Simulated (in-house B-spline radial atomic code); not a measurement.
**Hg⁹⁺: ionisation energy by several methods**

An exercise on one series of results from a longer session: the logs are not shown, and one member is left open.

Method: scalar-relativistic (X2C), several functionals, spin-polarised; spherical all-electron atom at the radial basis limit. Code: in-house B-spline radial atomic code version 1.

**Starting point**

| Item | Value |
| --- | --- |
| element | mercury (Z = 80) |
| charge | +9 |
| electrons | 71 |
| configuration | [Xe] 4f14 5d3 |
| nucleus | Fermi, rms radius 5.465 fm |

Outer shells as boxes (Hund's rule):

[Xe] 4f14 5d3
```
[Xe] core
4f [↑↓][↑↓][↑↓][↑↓][↑↓][↑↓][↑↓]
5d [↑ ][↑ ][↑ ][  ][  ]
```

Where spins are not typed, each open shell is filled with up spins first.

Set-up of the first run:

The run's settings:

```ini
Z = 80
electrons = 71.0
configuration = [Xe] 4f14 5d3
hamiltonian = x2c
method = lda,
spin_polarised = True
nucleus = fermi
rms_radius = 5.4648
mass_number = 202
atomic_mass = 201.970643604
speed_of_light = 137.035999084
```

Among the steps run: exchange-only LDA; OLYP, a GGA; Hartree-Fock; BLYP, a GGA; r2SCAN, a meta-GGA; PBEsol, a GGA.

One table of the session follows, with a row left open; its other results are not shown here.

| method | ΔSCF (eV) |
| --- | --- |
| exchange-only LDA | 151.93 |
| OLYP | 153.94 |
| BLYP | 153.15 |
| PBEsol | ? |
| r2SCAN | 153.63 |
| Hartree-Fock | 152.51 |

Estimate the missing values for PBEsol.

**Answer.** ΔSCF (eV): 153.42. In the column «ΔSCF (eV)» it lies between BLYP (153.15) and r2SCAN (153.63).
